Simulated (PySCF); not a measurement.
Runs of PySCF 2.14.0 on BFH2. The cell holds a molecule in a box, 4 atoms: a = 12.000 Å, b = 11.000 Å, c = 11.000 Å, α = 90.00°, β = 90.00°, γ = 90.00°. 

| task | level | three-body dispersion term | conv_tol | exxdiv | grid for exchange and correlation | frozen core bands | gap on the mesh (eV) |
| --- | --- | --- | --- | --- | --- | --- | --- |
| atomic charges | HSE03+D3 | no | 1e-07 Ha | ewald | Becke, atom-centred | - | 8.22 |
| atomic charges | PW91 | - | 1e-07 Ha | - | Becke, atom-centred | - | 6.14 |
| excitation energies (Tamm-Dancoff) | PBE0 | - | 1e-08 Ha | ewald | Becke, atom-centred | 2 | (b) |
| atomic charges | revTPSS+D4 | yes | 1e-07 Ha | - | Becke, atom-centred | - | 6.83 |
| CCSD(T) correlation energy | HF | - | 1e-08 Ha | ewald | - | 2 | 17.59 |
| atomic charges | SVWN5 | - | 1e-07 Ha | - | Becke, atom-centred | - | (a) |
| MP2 correlation energy | HF | - | 1e-08 Ha | ewald | - | 2 | 17.59 |

Alike in all rows: potentials or basis pob-tzvp-rev2 (all-electron); no spin polarisation; cell as given; k mesh 1 × 1 × 1; smearing fixed.

Q: Fill in the values left out.

A: (a) 5.80; (b) 8.98.

Caveats: this is a molecule in a periodic box at the Γ point, so its band gap is the HOMO-LUMO gap; the basis of atomic orbitals isn't converged, which shifts pressures, moduli and gaps; the basis is small and the box finite, so much correlation energy is missing and levels can be off by tenths of an eV (some runs); this program's HSE differs a little from the usual definition (some runs); the iterative solver can pass over a root and still report convergence (some runs).

Runs at the PBE level aren't shown here.
